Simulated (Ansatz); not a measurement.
# TaHO (quintet): the correlation ladder, def2-TZVPP

One table from this session's results is given with a row withheld; the runs are named, their logs left out.

Method: def2-TZVPP, core rule «outside noble gas», up to 5 orbitals frozen; program: Ansatz 0.2.0, Gaussian basis.

The runs, in order: UHF; CCSD(T) on ROHF; CCSD(T) on UHF; CCSDT(Q) on ROHF; CCSDT(Q) on UHF; CASSCF and NEVPT2, 12 electrons in 11 orbitals.

10 further runs of the same task are left out: 4 for a known fault of the program, 6 set aside as unsound or not needed. Runs told in other sessions of the task aren't counted.

### The geometry

The geometry is a PBE0/def2-TZVP stationary point (not a proven minimum) of the parent state, kept for this charge and spin. No spin-orbit coupling is included. Elements past krypton take def2 core potentials.

3 atoms, charge 0, spin multiplicity 5.

Atoms are counted from 1 here; the program's logs count them from 0.

Bond lengths: Ta1–O2 1.695 Å, Ta1–H3 1.777 Å. Angles: O2–Ta1–H3 103.7°.

Geometry (Å):

```xyz
3
charge 0, multiplicity 5
Ta    0.00000   -0.01620    0.13421
O     0.00000    0.07704   -1.55866
H     0.00000    1.68464    0.64804
```

Set-up of the first run:

Contents of in.yaml:

```yaml
crystal:
  periodic: [false, false, false]
  atoms:
    - {symbol: Ta, position_ang: [0.000000, -0.016196, 0.134207]}
    - {symbol: O, position_ang: [0.000000, 0.077043, -1.558659]}
    - {symbol: H, position_ang: [0.000000, 1.684643, 0.648045]}
basis:
  gaussian: {orbitals: def2-TZVPP}
magnetization: {spin_polarized: true, initial_magnetization: 4}
hamiltonian: {xc: hf}
output: {orbitals: {seedname: orbitals}}
```

Started as:

```
$ ansatz run in.yaml --threads 1 --pin off --events-out ev --progress --plain --max-ram 4096MiB --backend cpu
```

Steps of the session up to this table: UHF; CCSD(T) on ROHF; CCSD(T) on UHF; CCSDT(Q) on ROHF; CCSDT(Q) on UHF; CASSCF and NEVPT2, 12 electrons in 11 orbitals.

One table of the session follows, with a row left open; its other results are not shown here.

| method | from RCCSDT(Q) (meV) |
| --- | --- |
| RMP2 | +235.5 |
| UMP2 | +182.7 |
| RCCSD | +585.6 |
| UCCSD | +512.8 |
| RCCSD(T) | -9.8 |
| UCCSD(T) | ? |
| RCCSDT | -10.7 |
| UCCSDT | -80.5 |
| RCCSDT(Q) | 0 |
| UCCSDT(Q) | -120.4 |
| CASSCF valence | +6525.4 |
| NEVPT2 valence | +1288.1 |

**Question.** Estimate the row for UCCSD(T).

As computed: from RCCSDT(Q) (meV): -74.3. In the column «from RCCSDT(Q) (meV)» it lies between UCCSDT (-80.5) and RCCSDT (-10.7).

Left out of the table: ROHF, UHF (another determinant or state than the rows shown).

To keep in mind: Warnings: coupled cluster took another determinant than the lowest. Restricted and unrestricted rows rest on different reference determinants; a gap between their highest levels can come from leftover correlation error, from unlike frozen cores or from another state.
